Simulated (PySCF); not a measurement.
# [La(H2O)4]3+: other functionals and bases at one geometry

One table from this session's results is given with a row withheld; the runs are named, their logs left out.

The runs use PySCF 2.14.0; several levels, as the steps say, no spin–orbit coupling.

2 further runs of the same task are left out: 2 for a known fault of the program.

### The system as given

13 atoms, charge 3, spin multiplicity 1.

Bond lengths: La1–O2 2.443 Å, La1–O5 2.443 Å, La1–O8 2.443 Å, La1–O11 2.443 Å, O2–H3 0.992 Å, O2–H4 0.992 Å, O5–H6 0.993 Å, O5–H7 0.992 Å, O8–H9 0.992 Å, O8–H10 0.992 Å, O11–H12 0.992 Å, O11–H13 0.993 Å. Angles: O2–La1–O5 110.4°, O2–La1–O8 107.7°, O2–La1–O11 110.4°, O5–La1–O8 110.4°, O5–La1–O11 107.7°, O8–La1–O11 110.4°, La1–O2–H3 128.5°, La1–O2–H4 128.4°, H3–O2–H4 103.0°, La1–O5–H6 128.4°, La1–O5–H7 128.5°, H6–O5–H7 103.0°, La1–O8–H9 128.4°, La1–O8–H10 128.5°, H9–O8–H10 103.0°, La1–O11–H12 128.5°, La1–O11–H13 128.4°, H12–O11–H13 103.0°.

As a file:

```xyz
13
H8LaO4
La    0.0000    0.0000    0.0000
O     1.4419    1.3635    1.4251
H     1.3665    1.5323    2.3998
H     2.2564    1.8713    1.1726
O    -1.4420   -1.4251    1.3635
H    -2.2569   -1.1725    1.8709
H    -1.3660   -2.4000    1.5327
O     1.4419   -1.3635   -1.4251
H     2.2564   -1.8713   -1.1726
H     1.3665   -1.5323   -2.3998
O    -1.4420    1.4251   -1.3635
H    -1.3660    2.4000   -1.5327
H    -2.2569    1.1725   -1.8709
```

Formal oxidation states: La +3. An earlier session relaxed this geometry at PBE, La def2-SVP with ECP46, O def2-SVP, H def2-SVP (singlet, point group D2).

At PBE on the finer grid: E = -335.809281 Eh, HOMO -21.69 eV, LUMO -15.83 eV, Mulliken charge on La1 +1.68 e, largest force component 0.018 eV/Å. 

Levels to run: PBE0; CAM-B3LYP; HF; revPBE; PBE, TZVP; PBE, x2c-SVP. Hardware: 2 threads of Arm Neoverse V1, shared host.

Set-up of the first run:

File run.py (the lines that set the calculation):

```python
mol = gto.M(atom='''
La     0.00001     0.00000     0.00000
O      1.44189     1.36354     1.42510
H      1.36651     1.53233     2.39981
H      2.25642     1.87128     1.17261
O     -1.44195    -1.42507     1.36350
H     -2.25690    -1.17248     1.87089
H     -1.36597    -2.39997     1.53272
O      1.44189    -1.36354    -1.42510
H      2.25642    -1.87128    -1.17261
H      1.36651    -1.53233    -2.39981
O     -1.44195     1.42507    -1.36350
H     -1.36597     2.39997    -1.53272
H     -2.25690     1.17248    -1.87089''',
    basis={'La': 'def2-SVP', 'O': 'def2-SVP', 'H': 'def2-SVP'},
    ecp={'La': 'def2-SVP'},
    charge=3, spin=0)
mf = dft.RKS(mol, xc='PBE0')
mf.grids.atom_grid = (75, 302)  # f atoms: unpruned, at least (60, 302)
mf = mf.density_fit()  # fitting sets: La def2-universal-JKFIT, O def2-universal-JKFIT, H def2-universal-JKFIT
mf.conv_tol = 1e-08; mf.max_cycle = 55
mf.kernel(dm0)  # dm0: the density of the relaxed state
```

Run with:

```sh
$ OMP_NUM_THREADS=2 python run.py
```

Steps of the session up to this table: PBE0; CAM-B3LYP; HF; revPBE; PBE, TZVP; PBE, x2c-SVP.

One of the session's tables, all rows but one given; the rest of the session is left out.

```
             level  HOMO (eV)  gap (eV)  charge on La1 (e)  largest force component (eV/Å)
PBE (relaxed here)     -21.69      5.86               1.68                            0.02
              PBE0     -23.58      8.61               1.83                            0.48
         CAM-B3LYP          ?         ?                  ?                               ?
                HF     -28.43     17.10               2.17                            1.34
            revPBE     -21.65      5.92               1.70                            0.10
         PBE, TZVP     -21.82      5.92               1.96                            0.22
      PBE, x2c-SVP     -21.77      5.73               1.69                            0.20
```

Q: Estimate the row for CAM-B3LYP from the others.

As computed: HOMO (eV): -25.08; gap (eV): 11.26; charge on La1 (e): 1.82; largest force component (eV/Å): 0.36. In the column «HOMO (eV)» it lies between HF (-28.43) and PBE0 (-23.58).

In one basis the HOMO–LUMO gap runs from 5.86 eV (PBE) to 17.10 eV (HF). The largest leftover force, 1.34 eV/Å with HF, stands at a geometry relaxed at another level. Total energies of different levels can't be compared.
